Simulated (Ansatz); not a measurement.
# Ti4N3O: the cost of one run

Method: DFT PBE, scalar-relativistic, plane waves, PAW, in Ansatz 0.2.0.

3 further runs of the same task are left out: 2 that didn't finish, 1 set aside as unsound or not needed.

### 1 Starting point

Symmetry: P4/mmm, No. 123, tetragonal system. The conventional cell has a = 3.011 Å, b = 3.011 Å, c = 8.520 Å, α = 90.00°, β = 90.00°, γ = 90.00°. Ti (site symmetry 4/mmm) is surrounded by 2 N at 2.12 Å and 4 O at 2.13 Å. Around Ti (site symmetry 4mm) lie 5 N at 2.05 to 2.13 Å and 1 O at 2.21 Å. Ti (site symmetry 4/mmm) has 6 N at 2.13 to 2.14 Å as nearest neighbours. N (site symmetry 4mm) has 6 Ti at 2.12 to 2.14 Å as nearest neighbours. N (site symmetry 4/mmm) is surrounded by 6 Ti at 2.05 to 2.13 Å. O (site symmetry 4/mmm) has 6 Ti at 2.13 to 2.21 Å as nearest neighbours.

Structure file:

```
CELL_PARAMETERS angstrom
3.01115 0.00000 0.00000
0.00000 3.01115 0.00000
0.00000 0.00000 8.51990
ATOMIC_POSITIONS crystal
Ti 0.00000 0.00000 0.00000
Ti 0.50000 0.50000 0.25994
Ti 0.00000 0.00000 0.50000
Ti 0.50000 0.50000 0.74006
N 0.00000 0.00000 0.24834
N 0.50000 0.50000 0.50000
N 0.00000 0.00000 0.75166
O 0.50000 0.50000 0.00000
```

The cell was relaxed beforehand at this level, from a generated guess; it is a trial structure. At a tolerance of 0.05 Å it has space group P4/mmm (No. 123); it has 9.66 Å³/atom, an uncorrected energy of -1.88 eV/atom over the elements and, on its mesh, gap none (metal).

### 2 Point at V/V0 = 0.97

input.yaml

```yaml
crystal:
  lattice:
    - [2.9807345422, 0.0, 0.0]
    - [0.0, 2.9807345422, 0.0]
    - [0.0, 0.0, 8.4338312429]
  atoms:
    - { symbol: Ti, position: [0.0, 0.0, 0.0] }
    - { symbol: Ti, position: [0.5, 0.5, 0.2599444896] }
    - { symbol: Ti, position: [0.0, 0.0, 0.5] }
    - { symbol: Ti, position: [0.5, 0.5, 0.7400555104] }
    - { symbol: "N", position: [0.0, 0.0, 0.2483437727] }
    - { symbol: "N", position: [0.5, 0.5, 0.5] }
    - { symbol: "N", position: [0.0, 0.0, 0.7516562273] }
    - { symbol: O, position: [0.5, 0.5, 0.0] }
basis:
  ecutwfc: 420
kpoints:
  mp_grid: { grid: [12, 12, 6] }
hamiltonian:
  xc: pbe
scf:
  occupations: { method: gaussian, width: 0.1 }
output:
  forces: true
  stress: true
  eigenvalues: true
relax:
  adjacent_minimum: "off"
  f_tol: 0.01
  max_steps: 30
  cell: { stress_tol: 0.1, fix: [volume] }
```

Started as:

```sh
ansatz run input.yaml --threads 1 --pin off --max-ram 2560MiB --backend cpu --events-out ev --progress --plain --runs-dir out
```

Q: Estimate wall time and peak memory on 1 thread of Intel Xeon at 2.70GHz, shared host.

About 1.8 min, with a peak of 0.58 GiB.
